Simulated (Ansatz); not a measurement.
# MoSiH2+ (quartet): the correlation ladder, def2-SVP

The task here is to estimate one member of a computed series from the others.

Method: def2-SVP, core rule «outside noble gas», up to 9 orbitals frozen; program: Ansatz 0.2.0, Gaussian basis.

Plan: UHF; CCSD(T) on ROHF; CCSD(T) on UHF; CISD as a restricted active space (open shells left free, so some higher excitations enter); CCSDT(Q) on ROHF; CCSDT(Q) on UHF.

9 further runs of the same task are left out: 3 that didn't finish, 6 set aside as unsound or not needed. Runs told in other sessions of the task aren't counted.

## The geometry

The geometry is a PBE0/def2-TZVP stationary point (not a proven minimum) of the parent state, kept for this charge and spin. No spin-orbit coupling is included. Elements past krypton take def2 core potentials.

4 atoms, charge 1, spin multiplicity 4.

Atoms are counted from 1 here; the program's logs count them from 0.

Bond lengths: Mo1–Si2 2.171 Å, Mo1–H3 1.771 Å, Si2–H3 1.684 Å, Si2–H4 1.486 Å. Angles: Si2–Mo1–H3 49.3°, Mo1–Si2–H3 52.9°, Mo1–Si2–H4 164.4°, H3–Si2–H4 111.5°, Mo1–H3–Si2 77.8°.

Set-up of the first run:

Input file in.yaml:

```yaml
crystal:
  periodic: [false, false, false]
  atoms:
    - {symbol: Mo, position_ang: [0.000591, 0.003722, 0.521910]}
    - {symbol: Si, position_ang: [-0.002681, -0.069719, -1.647598]}
    - {symbol: H, position_ang: [-0.007615, 1.307142, -0.677483]}
    - {symbol: H, position_ang: [0.026028, 0.281238, -3.091002]}
basis:
  gaussian: {orbitals: def2-SVP}
total_charge: 1
magnetization: {spin_polarized: true, initial_magnetization: 3}
hamiltonian: {xc: hf}
output: {orbitals: {seedname: orbitals}}
```

Started as:

```console
$ ansatz run in.yaml --threads 1 --pin off --events-out ev --progress --plain --max-ram 2393MiB
```

Steps of the session up to this table: UHF; CCSD(T) on ROHF; CCSD(T) on UHF; CISD as a restricted active space (open shells left free, so some higher excitations enter); CCSDT(Q) on ROHF; CCSDT(Q) on UHF.

One table of the session follows, with a row left open; its other results are not shown here.

It belongs to the step «Misses and costs». 

| method | from RCCSDT(Q) (kJ/mol) |
| --- | --- |
| ROHF | +690.6 |
| UHF | +585.7 |
| RMP2 | +122.1 |
| UMP2 | +148.6 |
| RCCSD | ? |
| UCCSD | +32.6 |
| RCCSD(T) | +7.7 |
| UCCSD(T) | +6.8 |
| RCCSDT | +4.1 |
| UCCSDT | -1.5 |
| RCCSDT(Q) | 0 |
| UCCSDT(Q) | -4.8 |

**Question.** Estimate the row for RCCSD.

As computed: from RCCSDT(Q) (kJ/mol): +41.3. In the column «from RCCSDT(Q) (kJ/mol)» it lies between UCCSD (+32.6) and RMP2 (+122.1).

Not comparable, so not listed: CISD as a restricted active space (open shells left free, so some higher excitations enter) (they don't share determinant, frozen orbitals or solution with the rows shown, or repeat one).

To keep in mind: The determinant of HF (⟨S²⟩ 4.67) is far from a pure spin state, so its energy mixes those of several spin states; that is harmless only where they are near-degenerate. The determinant of CCSD(T) (⟨S²⟩ 4.67) is far from a pure spin state, so its energy mixes those of several spin states; high orders of coupled cluster remove much of that, low ones don't. The determinant of CCSDT(Q) (⟨S²⟩ 4.67) is far from a pure spin state, so its energy mixes those of several spin states; high orders of coupled cluster remove much of that, low ones don't. Warnings: spin contamination; large T1 diagnostic. Restricted and unrestricted rows rest on different reference determinants; a gap between their highest levels can come from leftover correlation error, from unlike frozen cores or from another state.
